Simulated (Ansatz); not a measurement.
**C₂H₆ClNOSi: a ladder of functionals and wavefunction methods**

How much do the methods differ for C₂H₆ClNOSi? The plan is to run it at one geometry with functionals of several rungs and with coupled cluster, and see how far each lands from CCSD(T) at the basis-set limit for the atomisation energy.

Method: functionals in def2-TZVPP, the program's frozen cores in correlated methods; program: Ansatz 0.2.0, Gaussian basis.

Plan: PBE-D4, r2SCAN-D4, PBE0-D4, B3LYP-D4, ωB97X-V, ωB97M-V, B2PLYP; CCSD(T)/def2-TZVPP; MP2/def2-QZVPP; extrapolation to the limit.

## 1. The geometry

The geometry comes from an earlier relaxation with PBE0-D4 in a triple-zeta def2 set; it is a stationary point, not always the lowest conformer.

SMILES `NC(=O)[SiH2]CCl`, 12 atoms, charge 0, spin multiplicity 1.

Atoms are counted from 1 here; the program's logs count them from 0.

Bond lengths: N1–C2 1.352 Å, N1–H7 1.004 Å, N1–H8 1.009 Å, C2–O3 1.219 Å, C2–Si4 1.922 Å, Si4–C5 1.876 Å, Si4–H9 1.488 Å, Si4–H10 1.482 Å, C5–Cl6 1.785 Å, C5–H11 1.090 Å, C5–H12 1.090 Å. Angles: C2–N1–H7 121.6°, C2–N1–H8 119.2°, H7–N1–H8 119.2°, N1–C2–O3 122.7°, N1–C2–Si4 119.9°, O3–C2–Si4 117.4°, C2–Si4–C5 105.8°, C2–Si4–H9 112.0°, C2–Si4–H10 108.1°, C5–Si4–H9 110.7°, C5–Si4–H10 110.4°, H9–Si4–H10 109.9°, Si4–C5–Cl6 109.5°, Si4–C5–H11 110.6°, Si4–C5–H12 112.1°, Cl6–C5–H11 108.4°, Cl6–C5–H12 107.8°, H11–C5–H12 108.4°.

## 2. PBE-D4 (GGA)

File in.yaml:

```yaml
crystal:
  periodic: [false, false, false]
  atoms:
    - {symbol: N, position_ang: [2.147212, 0.479997, -0.784800]}
    - {symbol: C, position_ang: [0.809907, 0.338600, -0.926257]}
    - {symbol: O, position_ang: [0.278657, 0.141742, -2.005602]}
    - {symbol: Si, position_ang: [-0.333338, 0.450952, 0.614605]}
    - {symbol: C, position_ang: [-1.571457, -0.946990, 0.433885]}
    - {symbol: Cl, position_ang: [-2.764674, -0.859885, 1.758772]}
    - {symbol: H, position_ang: [2.569059, 0.625031, 0.114370]}
    - {symbol: H, position_ang: [2.736545, 0.432073, -1.602236]}
    - {symbol: H, position_ang: [0.428892, 0.316118, 1.885998]}
    - {symbol: H, position_ang: [-1.025433, 1.760708, 0.578602]}
    - {symbol: H, position_ang: [-2.104179, -0.867626, -0.513352]}
    - {symbol: H, position_ang: [-1.094191, -1.925921, 0.480017]}
basis:
  gaussian: {orbitals: def2-TZVPP}
hamiltonian: {xc: pbe, dispersion: d4}
output: {forces: true, orbitals: {seedname: orbitals}}
```

Launch:

```console
$ ansatz run in.yaml --threads 2 --pin off --events-out ev --progress --plain --max-ram 22528MiB --backend cuda --devices 0, --max-vram 18GiB
```

The runs that follow: r2SCAN-D4 (meta-GGA); PBE0-D4 (hybrid); B3LYP-D4 (hybrid); ωB97X-V (range-separated); ωB97M-V (range-separated); B2PLYP (double hybrid); CCSD(T) in def2-TZVPP; MP2 in def2-QZVPP.

Q: Predict the results of all the runs planned. Wanted: atomisation energy, CCSD(T)/CBS; farthest; mean size of error, hybrid; mean size of error, range-separated; gap, smallest and largest; T1 diagnostic; triples share of the correlation energy.

The runs gave:

| quantity | value |
| --- | --- |
| atomisation energy, CCSD(T)/CBS | 4407.8 kJ/mol |
| functionals within 22.0 kJ/mol (0.5 %) | r2SCAN-D4, B3LYP-D4 |
| farthest | PBE-D4 (+137.9 kJ/mol) |
| mean size of error, hybrid | 17.2 kJ/mol |
| mean size of error, range-separated | 29.5 kJ/mol |
| gap, smallest and largest | 4.18 eV (PBE-D4), 11.24 eV (ωB97X-V) |
| T1 diagnostic | 0.0144 |
| triples share of the correlation energy | 4.2 % |

**Reading.** PBE-D4 is off by +137.9 kJ/mol. Double hybrids carry the basis error of their MP2 part in triple zeta, and no dispersion term here, so their miss is partly the set-up's. Misses under about 22.0 kJ/mol are within the doubt on the reference itself, which lacks core-valence correlation, relativity and higher excitations. Hartree-Fock recovers 70 % of the binding; the rest is correlation. The gap grows from 4.2 to 11.2 eV across the functionals, mostly with the share of exact exchange.
